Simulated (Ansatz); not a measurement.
# One shape, several levels: triplet GeF2

Wanted: a comparison of 6 runs (U-revPBE/def2-TZVPP, UB3LYP/def2-TZVPP, UPBE-QIDH/def2-TZVPP, UPBE0/def2-TZVPP, RPA@PBE0/def2-TZVPP, UBCCD(T)/def2-TZVPP) of triplet GeF2. 

Program for the calculation: Ansatz 0.2.0.

32 further runs of the same task are left out: 32 set aside as unsound or not needed.

### 1 The molecule

GeF2: 3 atoms, total charge 0, spin state triplet. SMILES of the parent species: `[F][Ge][F]`. The coordinates come from a PBE0-D4/def2-TZVP relaxation. That shape belongs to the parent species and isn't relaxed for this state.

Bond lengths: F1–Ge2 1.745 Å, Ge2–F3 1.745 Å. Angles: F1–Ge2–F3 97.2°.

### 2 A single-point energy at U-revPBE/def2-TZVPP (run 1)

Input file molecule.yaml:

```yaml
crystal:
  periodic: [false, false, false]
  atoms:
    - symbol: F
      position_ang: [-0.675900, -1.101800, -0.497500]
    - symbol: Ge
      position_ang: [0.637500, -0.295200, 0.320200]
    - symbol: F
      position_ang: [0.027600, 1.332100, 0.164100]
basis:
  gaussian:
    orbitals: def2-TZVPP
output: {orbitals: {seedname: orbitals}}
accuracy: high
hamiltonian:
  xc: {name: revPBE}
magnetization:
  spin_polarized: true
  initial_magnetization: 2
total_charge: 0
```

Started as:

```bash
ansatz run molecule.yaml --threads 1 --pin off --max-ram 3480MiB --events-out events.jsonl --progress --plain --runs-dir runs
```

What it wrote:

```text
Warning: RAYON_NUM_THREADS=1 ignored (pool sized by the plan → 1); use --threads N
Functional definition: revPBE
  name "revPBE"
  parameter kappa = 1.245
  parameter beta = 0.06672455060314922
  exchange = pbe_x(kappa = kappa, mu = beta*pi^2/3)
  correlation = pbe_c(beta = beta)
1632 factors; integrals over basis functions are off by at most 5.2e-9 eV
mean field evaluation 1: about -61942.7455 eV, gradient 3.8e1 eV
mean field evaluation 2: about -61898.6385 eV, gradient 1.2e2 eV
mean field evaluation 4: about -61946.7154 eV, gradient 6.0e0 eV
mean field evaluation 8: about -61946.8324 eV, gradient 3.7e-2 eV
mean field evaluation 16: about -61946.8278 eV, gradient 2.7e-6 eV
mean field -61946.82781226 eV, -2276.5039330325 hartree, gradient 6.6e-8 eV, S^2 2.002023; 0 other end points of the search recorded, 0 dependent functions left out
reference -61946.82781537 eV, -2276.5039331470 hartree; 26, 24 occupied and 84, 86 virtual orbitals, 1632 factors
Total energy: -61946.82781537 eV, -2276.5039331470 hartree
```

It took 4.8 s on 1 thread of Intel Xeon 6975P-C (Granite Rapids), shared host; peak memory 0.27 GiB.

### 3 The energy at UB3LYP/def2-TZVPP (run 2)

Input file job.yaml:

```yaml
crystal:
  periodic: [false, false, false]
  atoms:
    - {symbol: F, position_ang: [-0.675900, -1.101800, -0.497500]}
    - {symbol: Ge, position_ang: [0.637500, -0.295200, 0.320200]}
    - {symbol: F, position_ang: [0.027600, 1.332100, 0.164100]}
basis:
  gaussian: {orbitals: def2-TZVPP}
magnetization: {spin_polarized: true, initial_magnetization: 2}
hamiltonian: {xc: {name: B3LYP}}
accuracy: high
output: {orbitals: {seedname: orbitals}}
```

Started as:

```bash
ansatz run job.yaml --threads 1 --pin off --max-ram 3480MiB --events-out events.jsonl --progress --plain --runs-dir runs
```

What it wrote:

```text
Warning: RAYON_NUM_THREADS=1 ignored (pool sized by the plan → 1); use --threads N
Functional definition: B3LYP
  name "B3LYP"
  parameter a0 = 0.2
  parameter ax = 0.72
  parameter ac = 0.81
  exchange = (1 - a0 - ax)*slater_x + ax*b88_x + a0*exact_x
  correlation = (1 - ac)*vwn_rpa_c + ac*lyp_c
1632 factors; integrals over basis functions are off by at most 5.2e-9 eV
mean field evaluation 1: about -61950.1787 eV, gradient 3.7e1 eV
mean field evaluation 2: about -61931.9122 eV, gradient 8.5e1 eV
mean field evaluation 4: about -61954.0342 eV, gradient 1.8e0 eV
mean field evaluation 8: about -61954.0933 eV, gradient 1.8e-1 eV
mean field evaluation 16: about -61954.0935 eV, gradient 5.5e-5 eV
mean field -61954.09346200 eV, -2276.7709407358 hartree, gradient 8.0e-8 eV, S^2 2.002971; 0 other end points of the search recorded, 0 dependent functions left out
reference -61954.09348944 eV, -2276.7709417441 hartree; 26, 24 occupied and 84, 86 virtual orbitals, 1632 factors
Total energy: -61954.09348944 eV, -2276.7709417441 hartree
```

It took 8.1 s on 1 thread of Intel Xeon 6975P-C (Granite Rapids), shared host; peak memory 0.43 GiB.

Runs 3 to 4 aren't shown in full; the table further down has their settings and results.

### 4 The energy at RPA@PBE0/def2-TZVPP (run 5)

Changes to job.yaml since step 3:

```diff
@@ -8,5 +8,5 @@
   gaussian: {orbitals: def2-TZVPP}
+hamiltonian: {xc: {name: PBE0}}
+accuracy: high
+correlation: {method: rpa, frozen_orbitals: {F: 1, Ge: 9}}
 magnetization: {spin_polarized: true, initial_magnetization: 2}
-hamiltonian: {xc: {name: B3LYP}}
-accuracy: high
-output: {orbitals: {seedname: orbitals}}
```

Started as:

```bash
ansatz run job.yaml --threads 1 --pin off --max-ram 3480MiB --events-out events.jsonl --progress --plain --runs-dir runs
```

What it wrote, shortened:

```text
Warning: RAYON_NUM_THREADS=1 ignored (pool sized by the plan → 1); use --threads N
Functional definition: PBE0
  name "PBE0"
[...]
1632 factors; integrals over basis functions are off by at most 5.2e-9 eV
[...]
mean field -61940.62592971 eV, -2276.2760180527 hartree, gradient 3.6e-8 eV, S^2 2.003093; 2 other end points of the search recorded, 0 dependent functions left out
11 core orbitals not correlated: weight in the atoms' cores, before any rotation towards them, 1.000 or more for the frozen orbitals, at most 0.000 for the correlated occupied ones
reference -61886.22167104 eV, -2274.2766984230 hartree; 15, 13 occupied and 84, 86 virtual orbitals, 1632 factors
Total energy: -61912.69647820 eV, -2275.2496296410 hartree
```

It took 18 s on 1 thread of Intel Xeon 6975P-C (Granite Rapids), shared host; peak memory 0.58 GiB.

### 5 A single-point energy at UBCCD(T)/def2-TZVPP (run 6)

Input file in.yaml:

```yaml
crystal:
  periodic: [false, false, false]
  atoms:
    - symbol: F
      position_ang: [-0.675900, -1.101800, -0.497500]
    - symbol: Ge
      position_ang: [0.637500, -0.295200, 0.320200]
    - symbol: F
      position_ang: [0.027600, 1.332100, 0.164100]
basis:
  gaussian:
    orbitals: def2-TZVPP
magnetization:
  spin_polarized: true
  initial_magnetization: 2
correlation:
  method: bccd_t
  frozen_orbitals: {F: 1, Ge: 9}
accuracy: high
scf:
  omitted_lower_state_checks: [cluster_reference, increment]
```

Started as:

```bash
ansatz run in.yaml --threads 1 --pin off --max-ram 3480MiB --events-out events.jsonl --progress --plain --runs-dir runs
```

What it wrote, shortened:

```text
Warning: RAYON_NUM_THREADS=1 ignored (pool sized by the plan → 1); use --threads N
Functional definition: HF
  name "HF"
[...]
1632 factors; integrals over basis functions are off by at most 5.2e-9 eV
[...]
mean field -61887.16737814 eV, -2274.3114525181 hartree, gradient 6.7e-8 eV, S^2 2.006150; 0 other end points of the search recorded, 0 dependent functions left out
11 core orbitals not correlated: weight in the atoms' cores, before any rotation towards them, 1.000 or more for the frozen orbitals, at most 0.000 for the correlated occupied ones
reference -61887.16737814 eV, -2274.3114525181 hartree; 15, 13 occupied and 84, 86 virtual orbitals, 1632 factors
second order -19.06798200 eV of doubles, -0.00000000 eV of singles
cycle   1  -18.34342212 eV  change    7.2e-1 eV  update   1.1e-1
[...]
cycle  24  -18.88626627 eV  change  -6.3e-10 eV  update   2.2e-9
perturbative correction -0.69698838 eV, -0.0256138506 hartree
Total energy: -61906.75063280 eV, -2275.0311238527 hartree
Checks for a lower state left out: cluster_reference, increment
```

Run time: 63 s. Hardware: 1 thread of Intel Xeon 6975P-C (Granite Rapids), shared host; peak memory 1.6 GiB.

### 6 Overview of the runs

```
run                 level  frozen core orbitals   energy (Eh)  HOMO energy (eV)   ⟨S²⟩  wall time
  1   U-revPBE/def2-TZVPP                     –  -2276.503933             -4.22  2.002      4.8 s
  2     UB3LYP/def2-TZVPP                     –  -2276.770942             -5.15  2.003      8.1 s
  3  UPBE-QIDH/def2-TZVPP                    11  -2275.922889             -7.56  2.006      9.3 s
  4      UPBE0/def2-TZVPP                     –  -2276.276018             -5.50  2.003      8.4 s
  5   RPA@PBE0/def2-TZVPP                    11  -2275.249630                 –  2.003       18 s
  6   UBCCD(T)/def2-TZVPP                    11  -2275.031124                 –  2.006       63 s
```

### 7 Summary of results

| quantity | value |
| --- | --- |
| run 6: total energy | -2275.03112 Eh |
| run 6: correlation energy (11 core orbitals frozen) | -719.7 mEh |
| run 6: (T) correction | -25.61 mEh |
| run 6: ⟨S²⟩ of the reference determinant | 2.006 |

**Reading.** Totals of different functionals can't be ranked against each other. All runs together took 1.9 min, the longest 63 s.
